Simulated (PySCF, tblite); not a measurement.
**C₇H₁₀NPS: geometry, infrared bands and NMR shifts**

Wanted: the infrared bands and NMR shifts of C₇H₁₀NPS (`C#C[P@@](=S)(CC#N)CCC`), by calculation.

The runs use tblite 0.8.0 and PySCF 2.14.0, with density-fitted response routines of our own; the level of theory stands in each step. All values are computed, except where a source is named. Atoms are numbered from 0 throughout.

## (1) The molecule as given

20 atoms, charge 0, multiplicity 1; geometry from: force field or distance geometry start.

Bonds of the start (Å): C0–C1 1.22, C1–P2 1.80, P2–S3 1.96, P2–C4 1.78, C4–C5 1.46, C5–N6 1.16, P2–C7 1.80, C7–C8 1.53, C8–C9 1.52, C0–H10 1.06, C4–H11 1.09, C4–H12 1.10, C7–H13 1.09, C7–H14 1.09, C8–H15 1.08, C8–H16 1.10, C9–H17 1.09, C9–H18 1.09, C9–H19 1.10.

## (2) Geometry optimisation with GFN2-xTB

Job settings and geometry (Å):

```
{"job": {"kind": "relax", "xc": "GFN2-xTB", "basis": "xTB"}, "charge": 0, "multiplicity": 1}
C      3.184500     0.991900     1.656900
C      2.155400     1.088200     1.012800
P      0.628700     1.207500     0.058200
S     -0.070000     3.011600     0.352800
C      1.104200     0.824100    -1.618200
C      1.668700    -0.512300    -1.759400
N      2.103600    -1.581500    -1.853900
C     -0.376100    -0.154400     0.665200
C     -1.700500    -0.344900    -0.074000
C     -2.506900    -1.509400     0.488100
H      4.072300     0.921100     2.224400
H      1.829300     1.565900    -1.968100
H      0.225200     0.917600    -2.268400
H     -0.576000     0.008700     1.723900
H      0.197500    -1.076100     0.600000
H     -1.519700    -0.507900    -1.128600
H     -2.300500     0.577400     0.002800
H     -2.738000    -1.358100     1.541700
H     -3.446700    -1.614700    -0.054300
H     -1.940100    -2.443900     0.395000
```

On the command line:

```
$ OMP_NUM_THREADS=1 python probes_run.py task.json out
```

The driver reads the jobs from task.json and runs them one after another.

**Question.** This job is followed by: GFN2-xTB harmonic vibrations, gas phase; GIAO PBE0/pcSseg-1 NMR shielding, non-relativistic, gas phase. What will the session give for the following? strongest single infrared mode (GFN2-xTB); zero-point energy (GFN2-xTB); 13C shifts against TMS (PBE0/pcSseg-1); 1H shifts against TMS (PBE0/pcSseg-1, means over atoms taken as alike); 31P shifts against H3PO4 (PBE0/pcSseg-1); 33S shifts against CS2 (PBE0/pcSseg-1); 15N shifts against NH3 (PBE0/pcSseg-1).

The runs gave:

| quantity | value |
| --- | --- |
| strongest single infrared mode (GFN2-xTB) | 2397 cm⁻¹, 276 km/mol |
| zero-point energy (GFN2-xTB) | 93.8 kcal/mol |
| 13C shifts against TMS (PBE0/pcSseg-1) | 118.9, 102.7, 84.3, 41.6, 28.1, 17.9, 17.1 ppm |
| 1H shifts against TMS (PBE0/pcSseg-1, means over atoms taken as alike) | 2.98, 2.81, 2.72, 2.67, 2.09, 1.73, 1.19, 1.07 ppm |
| 31P shifts against H3PO4 (PBE0/pcSseg-1) | 6.3 ppm |
| 33S shifts against CS2 (PBE0/pcSseg-1) | -197 ppm |
| 15N shifts against NH3 (PBE0/pcSseg-1) | 308.7 ppm |

Relaxing lowered the energy by 0.249 eV in 66 steps; the close pair that moved most is P2–C4, from 1.784 to 1.868 Å. No mode is imaginary among the 54: a minimum at this level. The strongest single mode, at 2397 cm⁻¹, moves mainly C5 and N6. GFN2-xTB is a fitted tight-binding method: band positions and strengths are rough. Its intensities can rank the bands wrongly. C5 (nitrile carbon) lies farthest downfield among carbon, at 118.9 ppm; this is the usual window of a C≡N carbon, which has no attached hydrogen. At PBE0/pcSseg-1: Shielding is most anisotropic at N6 (span 493 ppm, paramagnetic term -381 ppm).
